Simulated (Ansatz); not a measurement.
# WS2 sheet: levels of theory

Aim: for WS2 sheet, compare levels of theory; the runs are relaxing the atoms and single point.

Computed with Ansatz 0.2.0 (DFT PBEsol, scalar-relativistic, plane waves, PAW, and further levels as typed in the inputs, unless a step's input says otherwise).

## (1) The system as given

It takes space group P-6m2 (No. 187, hexagonal). Conventional cell: a = 3.153 Å, b = 3.153 Å, c = 21.142 Å, α = 90.00°, β = 90.00°, γ = 120.00°. S (site symmetry 3m) has 3 W at 2.40 Å as nearest neighbours. Around W (site symmetry -6m2) lie 6 S at 2.40 Å.

Structure file:

```cif
data_structure
_symmetry_space_group_name_H-M 'P 1'
_symmetry_Int_Tables_number 1
_cell_length_a 3.1530
_cell_length_b 3.1530
_cell_length_c 21.1420
_cell_angle_alpha 90.000
_cell_angle_beta 90.000
_cell_angle_gamma 120.000
_cell_volume 182.02
loop_
_atom_site_label
_atom_site_type_symbol
_atom_site_fract_x
_atom_site_fract_y
_atom_site_fract_z
_atom_site_occupancy
S1 S 0.66667 0.33333 0.42569 1
W1 W 0.33333 0.66667 0.50000 1
S2 S 0.66667 0.33333 0.57431 1
```

## (2) Relaxing the atoms: WS2 sheet, no spin

Contents of input.yaml:

```yaml
crystal:
  lattice:
    - [3.153, 0.0, 0.0]
    - [-1.5765, 2.7305780981, 0.0]
    - [0.0, 0.0, 21.142]
  atoms:
    - { symbol: S, position: [0.6666666667, 0.3333333333, 0.4256929335] }
    - { symbol: W, position: [0.3333333333, 0.6666666667, 0.5] }
    - { symbol: S, position: [0.6666666667, 0.3333333333, 0.5743070665] }
  periodic: [true, true, false]
scf:
  occupations: { method: gaussian, width: 0.02 }
  n_extra_bands: 6
output:
  forces: true
  stress: false
  write_density: true
  write_potential: true
  elf: true
  volumetric_format: npy
kpoints:
  mp_grid: { grid: [12, 12, 1] }
hamiltonian:
  xc: pbesol
relax:
  f_tol: 0.003
  max_steps: 100
```

The run is started by

```
> ansatz run input.yaml --threads 8 --pin off --max-ram 24576MiB --backend cpu --events-out ev --progress --plain --runs-dir out
```

Output, shortened:

```text
Warning: crystal.periodic: the lattice vector that does not repeat stood 0.000° off the slab's normal, 21.142 Å along it as the deck builds it. The run solves the slab on a vector along the normal, 30.084 Å long, with every atom where it was (on the deck's vector they left 18.00 Å outside [...]
Warning: RAYON_NUM_THREADS=8 ignored (pool sized by the plan → 8); use --threads N
[...]
scf.n_extra_bands = 6 over 13 filled bands (N_el = 26.0): the run solves 19 bands
[...]
Pseudopotentials: kind: paw
Pseudopotential: S, paw, valence charge 6, recommended cutoff 420 eV (normal), S.paw.azcp
Pseudopotential: W, paw, valence charge 14, recommended cutoff 420 eV (normal), W.paw.azcp
Functional definition: PBEsol
[...]
Crystal: 3 atoms, lattice volume = 259.009 Å³
Basis set: ecut = 420 eV, 4985 PW (Γ), exchange–correlation on 48×48×432 points (8 copies of the dense FFT grid, shifted against one another)
Bands: 19, of which v1, the nominal top of the filled ones, is band 13 counted from 1 (12 counted from 0)
Symmetry: 12 space group operations
Space group: P-6m2 (ITA 187), of the structure as read, at distance tolerance 6.4e-5 Å
k-points: 19 of 144 (time reversal used)
[...]
SCF iter   1: F=—  HF=-12029.061324 eV  |F-HF|=—  |Δ(HF+E_count)|=         —  Δρ=4.33e-3  dr2=1.15e-1  ethr=1.77e-3  ⟨swp⟩=18.2  Hψ=3989  notcnv=0
[...]
relax step   1: F+E_penalty+E_count = -12029.05315501 eV  Δ(F+E_penalty+E_count) = +0.000e0 eV  max|allowed force component| = 1.379e-1 eV/Å  Δτ_max = 0.0000 Å  (8 SCF iters, dr2 threshold 2.25e-7 eV, accepted)
[...]
relax step   3: F+E_penalty+E_count = -12029.05410121 eV  Δ(F+E_penalty+E_count) = -2.561e-4 eV  max|allowed force component| = 1.533e-4 eV/Å  Δτ_max = 0.0035 Å  (5 SCF iters, dr2 threshold 3.28e-7 eV, accepted)
[...]
relax step   4: F+E_penalty+E_count = -12029.05410123 eV  Δ(F+E_penalty+E_count) = -1.705e-8 eV  max|allowed force component| = 1.265e-4 eV/Å  Δτ_max = 0.0000 Å  (4 SCF iters, accepted)
NSCF: frozen V_eff on 19 k-points
[...]
SCF converged after 4 iterations
Free energy (F): -12029.054101 eV
[...]
E sigma→0 (E₀):  -12029.054101 eV
Fermi energy:    -4.799324 eV
[...]
--- Forces (eV/Å), atoms counted from 1 ---
  atom   1  S      0.00000000    -0.00000000    -0.00012651
  atom   2  W      0.00000000    -0.00000000    -0.00000000
  atom   3  S     -0.00000000    -0.00000000     0.00012651
[...]
--- Band table (eV; the first three rows and the last of 19) ---
  k-point 0: bands = ["-79.5997", "-43.9087", "-43.7195", "-43.7195", "-20.6225", "-18.9186", "-12.2188", "-8.6195", "-8.6195", "-7.9008", "-7.3380", "-7.3380", "-5.8436", "-2.7765", "-2.7765", "-2.5905", "-2.5905", "-0.6371", "-0.2988"]
[...]
--- Relaxed structure (4 steps of the walk, 4 accepted, 0 SCFs on fresh bases) ---
  F+E_penalty+E_count = -12029.05410123 eV   max|allowed force component| = 1.265e-4 eV/Å
  cell:  # Å, volume = 259.0086 Å³
    - [3.1529999999813314, 0.0, 0.0]
    - [-1.5764999999906657, 2.7305780981161676, 0.0]
    - [0.0, 0.0, 30.083999999772]
  atoms:
    - { symbol: S, position: [0.666666666666667, 0.33333333333333337, 0.2993896934968508] }
    - { symbol: W, position: [0.33333333333333337, 0.6666666666666667, 0.3513827948437747] }
    - { symbol: S, position: [0.666666666666667, 0.33333333333333337, 0.40337589619069875] }
```

Run time: 5.3 s. Hardware: 8 threads of AMD EPYC 7R13 (Zen 3), shared host; peak memory 0.73 GiB.

Relaxation path:

| step | energy from step 1 (eV/cell) | largest force component (eV/Å) |
| --- | --- | --- |
| 1 | 0.0000 | 0.1379 |
| 2 | -0.0007 | 0.0725 |
| 3 | -0.0009 | 0.0002 |
| 4 | -0.0009 | 0.0001 |

Step 1 is the start.

Density in a lattice plane of the grid's cell (edges 3.15 and 30.08 Å, at 0.333 of the third edge), which holds S.

Ten even steps from ' ' (0.00 e/Å³) to '@' (1.12 e/Å³):
```
            
            
            
            
            
            
            
            
            
            
        ..  
==..==@@::@@
==@@++::::::
--..==@@..@@
            
            
            
            
            
            
```
Columns run along the first of these edges and rows up along the second, over one cell in 6 and 20 even steps from the bottom left corner. Atoms in the plane (fractional): S at (0.67, 0.30), S at (0.67, 0.40).

ELF in the same plane.

Ten even steps from '0' (0.00) to '9' (0.88):
```
000000
000000
000000
000000
000000
000000
000000
000000
000000
000000
203998
827707
242222
827707
202898
000000
000000
000000
000000
000000
```
Columns run along the first of these edges and rows up along the second, over one cell in 6 and 20 even steps from the bottom left corner. Atoms in the plane (fractional): S at (0.67, 0.30), S at (0.67, 0.40).

Both are smooth fields of the valence electrons: close to the nuclei they are not physical.

Outside the cores ELF peaks at 0.95 beside S, off the lines to its neighbours, 0.8 Å from S; 0.86 on the S–W line, 0.8 Å from S; 0.86 in the shell around S, 0.8 Å from S.

## (3) Single point: LDA with spin-orbit coupling

It takes the final geometry of step 2.

Contents of input.yaml:

```yaml
crystal:
  lattice:
    - [3.153, 0.0, 0.0]
    - [-1.5765, 2.7305780981, 0.0]
    - [0.0, 0.0, 30.0839999998]
  atoms:
    - { symbol: S, position: [0.6666666667, 0.3333333333, 0.2993896935] }
    - { symbol: W, position: [0.3333333333, 0.6666666667, 0.3513827948] }
    - { symbol: S, position: [0.6666666667, 0.3333333333, 0.4033758962] }
  periodic: [true, true, false]
scf:
  occupations: { method: gaussian, width: 0.01 }
  n_extra_bands: 8
output:
  eigenvalues: true
  eigenstates:
    kpoints:
      - [0.0, 0.0, 0.0]
      - [0.016667, 0.016667, 0.0]
      - [0.033333, 0.033333, 0.0]
      - [0.05, 0.05, 0.0]
      - [0.066667, 0.066667, 0.0]
      - [0.1, 0.1, 0.0]
      - [0.133333, 0.133333, 0.0]
      - [0.166667, 0.166667, 0.0]
      - [0.2, 0.2, 0.0]
      - [0.233333, 0.233333, 0.0]
      - [0.25, 0.25, 0.0]
      - [0.266667, 0.266667, 0.0]
      - [0.283333, 0.283333, 0.0]
      - [0.3, 0.3, 0.0]
      - [0.316667, 0.316667, 0.0]
      - [0.333333, 0.333333, 0.0]
      - [0.35, 0.35, 0.0]
      - [0.366667, 0.366667, 0.0]
      - [0.383333, 0.383333, 0.0]
      - [0.4, 0.4, 0.0]
      - [0.025, 0.0, 0.0]
      - [0.05, 0.0, 0.0]
      - [0.075, 0.0, 0.0]
      - [0.1, 0.0, 0.0]
      - [0.5, 0.0, 0.0]
    top_band: c8
    e_range: [-2.5, 3]
kpoints:
  mp_grid: { grid: [12, 12, 1] }
hamiltonian:
  xc: lda
  pseudopotentials: { kind: paw_fr }
magnetization:
  noncollinear: true
  spin_orbit: true
```

The run is started by

```
> ansatz run input.yaml --threads 8 --pin off --max-ram 24576MiB --backend cpu --events-out ev --progress --plain --runs-dir out
```

Output, shortened:

```text
Warning: RAYON_NUM_THREADS=8 ignored (pool sized by the plan → 8); use --threads N
scf.n_extra_bands = 8 over 26 filled bands (N_el = 26.0): the run solves 34 bands
[...]
Pseudopotentials: kind: paw_fr
Pseudopotential: S, paw_fr, valence charge 6, recommended cutoff 420 eV (normal), S.paw.azcp#standard-fr
Pseudopotential: W, paw_fr, valence charge 14, recommended cutoff 420 eV (normal), W.paw.azcp#standard-fr
Functional definition: SPW92
[...]
non-collinear run that drives no moment, with spin-orbit: no starting moment large enough to seed its density (crystal.atoms[].spin), no starting occupations that ask for one, no magnetisation constraint and no magnetic field, so the semilocal B_xc is pinned to zero
Crystal: 3 atoms, lattice volume = 259.009 Å³
Basis set: ecut = 420 eV, 4985 PW (Γ)
Bands: 34, of which v1, the nominal top of the filled ones, is band 26 counted from 1 (25 counted from 0)
[...]
SCF iter   1: F=—  HF=-11895.640148 eV  |F-HF|=—  |Δ(HF+E_count)|=         —  Δρ=2.00e-2  dr2=1.24e0  dr2_m=0.00e0 (ungated)  ethr=3.10e-3  |M|=0.00e0 ∫|m|=0.00e0 μB  |m|>n=0.0e0 m-floor=0.0e0 τ_xc=0.0e0  β_m=0.30  ⟨swp⟩=18.3  Hψ=6019  notcnv=0
[...]
SCF iter   9: F=-11895.200755 eV  HF=-11895.200755 eV  |F-HF|=2.60e-9  |Δ(HF+E_count)|=   1.69e-7  Δρ=1.81e-6  dr2=5.47e-9  dr2_m=0.00e0 (ungated)  ethr=3.85e-10  |M|=0.00e0 ∫|m|=0.00e0 μB  |m|>n=0.0e0 m-floor=0.0e0 τ_xc=0.0e0  ⟨swp⟩=17.2  Hψ=3559  notcnv=0
[...]
NSCF: frozen V_eff on 25 k-points
SCF converged after 9 iterations
Magnetization: |M| = 0.0000 μB,  M = (+0.0000, +0.0000, +0.0000) μB
Absolute magnetization: 0.0000 μB (∫|m|)
  site 0: m = (+0.0000, +0.0000, +0.0000) μB, |m| = 0.0000 μB  (R = 0.99 Å)
  site 1: m = (+0.0000, +0.0000, +0.0000) μB, |m| = 0.0000 μB  (R = 0.99 Å)
  site 2: m = (+0.0000, +0.0000, +0.0000) μB, |m| = 0.0000 μB  (R = 0.99 Å)
Free energy (F): -11895.200755 eV
[...]
E sigma→0 (E₀):  -11895.200755 eV
Fermi energy:    -4.921742 eV
[...]
--- Band table (eV; the first three rows and the last of 19) ---
[...]
```

It took 16 s on 8 threads of AMD EPYC 7R13 (Zen 3), shared host; peak memory 1.7 GiB.

## (4) Single point: r2SCAN with spin-orbit coupling

It takes the final geometry of step 2.

Edit input.yaml of step 3 so:

```diff
@@ -47,3 +47,3 @@
 hamiltonian:
-  xc: lda
+  xc: r2scan
   pseudopotentials: { kind: paw_fr }
```

The run is started by

```
> ansatz run input.yaml --threads 8 --pin off --max-ram 24576MiB --backend cpu --events-out ev --progress --plain --runs-dir out
```

Output, shortened:

```text
Warning: RAYON_NUM_THREADS=8 ignored (pool sized by the plan → 8); use --threads N
scf.n_extra_bands = 8 over 26 filled bands (N_el = 26.0): the run solves 34 bands
[...]
[... 1 set-up line as earlier in the session ...]
Pseudopotential: S, paw_fr, valence charge 6, recommended cutoff 500 eV (meta_gga), S.paw.azcp#standard-fr
Pseudopotential: W, paw_fr, valence charge 14, recommended cutoff 500 eV (meta_gga), W.paw.azcp#standard-fr
Functional definition: r2SCAN
[...]
non-collinear run that drives no moment, with spin-orbit: no starting moment large enough to seed its density (crystal.atoms[].spin), no starting occupations that ask for one, no magnetisation constraint and no magnetic field, so the semilocal B_xc is pinned to zero
Crystal: 3 atoms, lattice volume = 259.009 Å³
Basis set: ecut = 500 eV, 6529 PW (Γ), exchange–correlation on 96×96×900 points (64 copies of the dense FFT grid, shifted against one another)
[...]
SCF iter   8: F=-12186.757449 eV  HF=-12186.757449 eV  |F-HF|=6.08e-8  |Δ(HF+E_count)|=   1.36e-6  Δρ=7.06e-6  dr2=3.82e-8  dr2_τ=3.40e-9  dr2_m=0.00e0 (ungated)  ethr=3.85e-10  |M|=0.00e0 ∫|m|=0.00e0 μB  |m|>n=0.0e0 m-floor=0.0e0 τ_xc=0.0e0  ⟨swp⟩=15.7  Hψ=4151  notcnv=0
[...]
NSCF: frozen V_eff on 25 k-points
SCF converged after 8 iterations
Magnetization: |M| = 0.0000 μB,  M = (+0.0000, +0.0000, +0.0000) μB
Absolute magnetization: 0.0000 μB (∫|m|)
  site 0: m = (+0.0000, +0.0000, +0.0000) μB, |m| = 0.0000 μB  (R = 0.99 Å)
  site 1: m = (+0.0000, +0.0000, +0.0000) μB, |m| = 0.0000 μB  (R = 0.99 Å)
  site 2: m = (+0.0000, +0.0000, +0.0000) μB, |m| = 0.0000 μB  (R = 0.99 Å)
Free energy (F): -12186.757449 eV
[...]
E sigma→0 (E₀):  -12186.757449 eV
Fermi energy:    -4.792395 eV
[...]
--- Band table (eV; the first three rows and the last of 19) ---
[...]
  the weakly bound empty levels are not read free of the cell's end (spinor_tau)
```

It took 26 s on 8 threads of AMD EPYC 7R13 (Zen 3), shared host; peak memory 2.5 GiB.

## (5) Single point: HSE06 with spin-orbit coupling, mesh 6×6×1

It takes the final geometry of step 2.

Edit input.yaml of step 4 so:

```diff
@@ -44,6 +44,10 @@
     e_range: [-2.5, 3]
+  write_density: true
+  write_potential: true
+  elf: true
+  volumetric_format: npy
 kpoints:
-  mp_grid: { grid: [12, 12, 1] }
+  mp_grid: { grid: [6, 6, 1] }
 hamiltonian:
-  xc: r2scan
+  xc: hse06
   pseudopotentials: { kind: paw_fr }
```

The run is started by

```
> ansatz run input.yaml --threads 8 --pin off --max-ram 24576MiB --backend cpu --events-out ev --progress --plain --runs-dir out
```

Output, shortened:

```text
Warning: RAYON_NUM_THREADS=8 ignored (pool sized by the plan → 8); use --threads N
scf.n_extra_bands = 8 over 26 filled bands (N_el = 26.0): the run solves 34 bands
[...]
[... 3 set-up lines as earlier in the session ...]
Functional definition: HSE06
[...]
non-collinear run that drives no moment, with spin-orbit: no starting moment large enough to seed its density (crystal.atoms[].spin), no starting occupations that ask for one, no magnetisation constraint and no magnetic field, so the semilocal B_xc is pinned to zero
Crystal: 3 atoms, lattice volume = 259.009 Å³
Basis set: ecut = 420 eV, 4985 PW (Γ)
Bands: 34, of which v1, the nominal top of the filled ones, is band 26 counted from 1 (25 counted from 0)
Symmetry: 12 space group operations + 12 with time reversal
Magnetic group: BNS 187.210 (UNI 1440), of the structure as read, at distance tolerance 6.4e-5 Å
[...]
hybrid outer 2: dexx = +4.052e-7 eV, tail = 2.03e-8 eV, Δε = 5.24e-3 eV (about 2.08e-4 eV left of the loop's levels)
NSCF: frozen V_eff on 25 k-points
WARN: The output density's exchange-correlation potential varies sharply where the density is thin. Do not read a vacuum level from v_tot or v_xc, or from such a field of the output density. On a cell that repeats whose density bears no net charge and no dipole along the vacuum's axis use [...]
hybrid SCF converged: 2 outer / 10 inner (+7 warm-up), last move |dexx| = 4.05e-7 eV, tail = 2.03e-8 eV
Magnetization: |M| = 0.0000 μB,  M = (+0.0000, +0.0000, +0.0000) μB
Absolute magnetization: 0.0000 μB (∫|m|)
  site 0: m = (+0.0000, +0.0000, +0.0000) μB, |m| = 0.0000 μB  (R = 0.99 Å)
  site 1: m = (+0.0000, +0.0000, +0.0000) μB, |m| = 0.0000 μB  (R = 0.99 Å)
  site 2: m = (+0.0000, +0.0000, +0.0000) μB, |m| = 0.0000 μB  (R = 0.99 Å)
Free energy (F): -12199.447628 eV
Frozen-core exchange: fock
[...]
E sigma→0 (E₀):  -12199.447628 eV
Fermi energy:    -4.778861 eV
[...]
--- Band table (eV; the first three rows and the last of 7) ---
[...]
  the weakly bound empty levels are not read free of the cell's end (exact_exchange)
```

It took 7.6 min on 8 threads of AMD EPYC 7R13 (Zen 3), shared host; peak memory 8.2 GiB.

Density in a lattice plane of the grid's cell (edges 3.15 and 30.08 Å, at 0.333 of the third edge), which holds S.

Ten even steps from ' ' (0.00 e/Å³) to '@' (1.11 e/Å³):
```
            
            
            
            
            
            
            
            
            
            
        ..  
==..==@@::@@
==@@++::::::
==..==@@..@@
            
            
            
            
            
            
```
Columns run along the first of these edges and rows up along the second, over one cell in 6 and 20 even steps from the bottom left corner. Atoms in the plane (fractional): S at (0.67, 0.30), S at (0.67, 0.40).

ELF in the same plane.

Values, 12 rows by 6 columns:
```
0.00 0.00 0.00 0.00 0.00 0.00
0.00 0.00 0.00 0.00 0.00 0.00
0.00 0.00 0.00 0.00 0.00 0.00
0.00 0.00 0.00 0.00 0.00 0.00
0.00 0.00 0.00 0.00 0.00 0.00
0.00 0.00 0.00 0.02 0.03 0.02
0.68 0.11 0.66 0.85 0.69 0.85
0.24 0.16 0.26 0.56 0.58 0.56
0.22 0.01 0.23 0.77 0.86 0.76
0.00 0.00 0.00 0.00 0.00 0.00
0.00 0.00 0.00 0.00 0.00 0.00
0.00 0.00 0.00 0.00 0.00 0.00
```
Columns run along the first of these edges and rows up along the second, over one cell in 6 and 12 even steps from the bottom left corner. Atoms in the plane (fractional): S at (0.67, 0.30), S at (0.67, 0.40).

Both are smooth fields of the valence electrons: close to the nuclei they are not physical.

The highest ELF values outside the cores: 0.96 beside S, off the lines to its neighbours, 0.8 Å from S; 0.87 on the S–W line, 0.8 Å from S; 0.57 between the atoms, 1.8 Å from W.

## (6) Summary of results

| step | level | k mesh | energy (eV) | gap on the mesh (eV) | time |
| --- | --- | --- | --- | --- | --- |
| 2 | PBEsol | 12×12×1 | -12029.054 | 1.90 | 5.3 s |
| 3 | LDA with spin-orbit coupling | 12×12×1 | -11895.201 | 1.63 | 16 s |
| 4 | r2SCAN with spin-orbit coupling | 12×12×1 | -12186.757 | 1.78 | 26 s |
| 5 | HSE06 with spin-orbit coupling | 6×6×1 | -12199.448 | 2.13 | 7.6 min |

Totals of different systems or levels have different zeros; only balanced differences at one level mean anything.

The rows set the runs side by side; convergence of the settings was not tested in this session.
